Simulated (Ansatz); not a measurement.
# C3H3Cl2GaO2: vertical ionisation energy

Aim: the vertical ionisation energy of C3H3Cl2GaO2, as cation minus neutral at the neutral's geometry, on several levels, and how well −ε(HOMO) stands in for it.

The runs use Ansatz 0.2.0, Gaussian basis; unrestricted cation, the program's frozen cores in correlated methods.

Levels to be run: UKS PBE-D4/def2-TZVPP; UKS r2SCAN-D4/def2-TZVPP; UKS PBE0-D4/def2-TZVPP; UKS B3LYP-D4/def2-TZVPP; UKS wB97X-V/def2-TZVPP; UKS wB97M-V/def2-TZVPP; UKS B2PLYP/def2-TZVPP; UHF-CCSD(T)/def2-TZVPP; UHF-MP2/def2-QZVPP; extrapolation to the limit; then −ε(HOMO) from the neutral's earlier runs with LDA (SPW92), PBE-D4, revPBE-D4, BLYP-D4, r2SCAN-D4, B97M-V, PBE0-D4, B3LYP-D4, r2SCANh-D4, r2SCAN0-D4, HSE06-D4, BHLYP-D4, CAM-B3LYP-D4, LC-ωPBE, ωB97X-V, ωB97M-V.

## Step 1: The relaxed structure

An earlier PBE0-D4 in a triple-zeta def2 set relaxation fixed the geometry.

SMILES `[Cl][Ga-]1([Cl])[O]C=CC=[O+]1`, 11 atoms, charge 0, spin multiplicity 1.

Atoms are counted from 1 here; the program's logs count them from 0.

Bond lengths: Cl1–Ga2 2.132 Å, Ga2–Cl3 2.132 Å, Ga2–O4 1.909 Å, Ga2–O8 1.909 Å, O4–C5 1.267 Å, C5–C6 1.389 Å, C5–H9 1.094 Å, C6–C7 1.389 Å, C6–H10 1.081 Å, C7–O8 1.267 Å, C7–H11 1.094 Å. Angles: Cl1–Ga2–Cl3 121.0°, Cl1–Ga2–O4 109.2°, Cl1–Ga2–O8 109.2°, Cl3–Ga2–O4 109.2°, Cl3–Ga2–O8 109.2°, O4–Ga2–O8 96.0°, Ga2–O4–C5 123.1°, O4–C5–C6 127.1°, O4–C5–H9 114.8°, C6–C5–H9 118.1°, C5–C6–C7 123.5°, C5–C6–H10 118.3°, C7–C6–H10 118.3°, C6–C7–O8 127.1°, C6–C7–H11 118.1°, O8–C7–H11 114.8°, Ga2–O8–C7 123.1°.

## Step 2: Cation, UKS PBE-D4/def2-TZVPP

File in.yaml:

```yaml
crystal:
  periodic: [false, false, false]
  atoms:
    - {symbol: Cl, position_ang: [-1.419429, -2.197584, 2.107834]}
    - {symbol: Ga, position_ang: [0.250965, -1.155533, 1.288661]}
    - {symbol: Cl, position_ang: [2.225245, -1.500678, 2.017003]}
    - {symbol: O, position_ang: [-0.106663, 0.719168, 1.306239]}
    - {symbol: C, position_ang: [-0.261807, 1.404821, 0.251572]}
    - {symbol: C, position_ang: [-0.206031, 0.949920, -1.059317]}
    - {symbol: C, position_ang: [0.037105, -0.373802, -1.401516]}
    - {symbol: O, position_ang: [0.239910, -1.343282, -0.610637]}
    - {symbol: H, position_ang: [-0.460149, 2.467850, 0.419834]}
    - {symbol: H, position_ang: [-0.360496, 1.664085, -1.855655]}
    - {symbol: H, position_ang: [0.061331, -0.634975, -2.464008]}
basis:
  gaussian: {orbitals: def2-TZVPP}
total_charge: 1
magnetization: {spin_polarized: true, initial_magnetization: 1}
hamiltonian: {xc: pbe, dispersion: d4}
```

Further steps of the session: Cation, UKS r2SCAN-D4/def2-TZVPP; Cation, UKS PBE0-D4/def2-TZVPP; Cation, UKS B3LYP-D4/def2-TZVPP; Cation, UKS wB97X-V/def2-TZVPP; Cation, UKS wB97M-V/def2-TZVPP; Cation, UKS B2PLYP (frozen core)/def2-TZVPP; Cation, UHF-CCSD(T)/def2-TZVPP; Cation, UHF-MP2/def2-QZVPP.

Before running them: what should the planned runs give, taken together? Wanted: ionisation energy, CCSD(T)/CBS; nearest functional by difference; nearest −ε(HOMO); −ε(HOMO) of PBE; T1 of the cation.

As calculated:

| quantity | value |
| --- | --- |
| ionisation energy, CCSD(T)/CBS | 10.27 eV |
| nearest functional by difference | ωB97X-V (-0.12 eV) |
| nearest −ε(HOMO) | ωB97M-V (+0.01 eV) |
| −ε(HOMO) of PBE | 7.05 eV |
| T1 of the cation | 0.023 |

By cation minus neutral, the functionals miss by 0.65 eV at most. −ε(HOMO) of PBE misses by 3.2 eV, since self-interaction lifts the level. Among orbital estimates ωB97M-V comes nearest. Hartree-Fock falls 1.29 eV short, as the neutral has more correlation energy than the cation. The cation may have settled in a state other than its lowest; no search over hole states beyond the program's own was made. Correlated methods include outer-core shells of Ga, which these sets cover unevenly. With outer-core shells in play the reference is unsure by up to some tenths of an eV, so close misses can't be ranked.
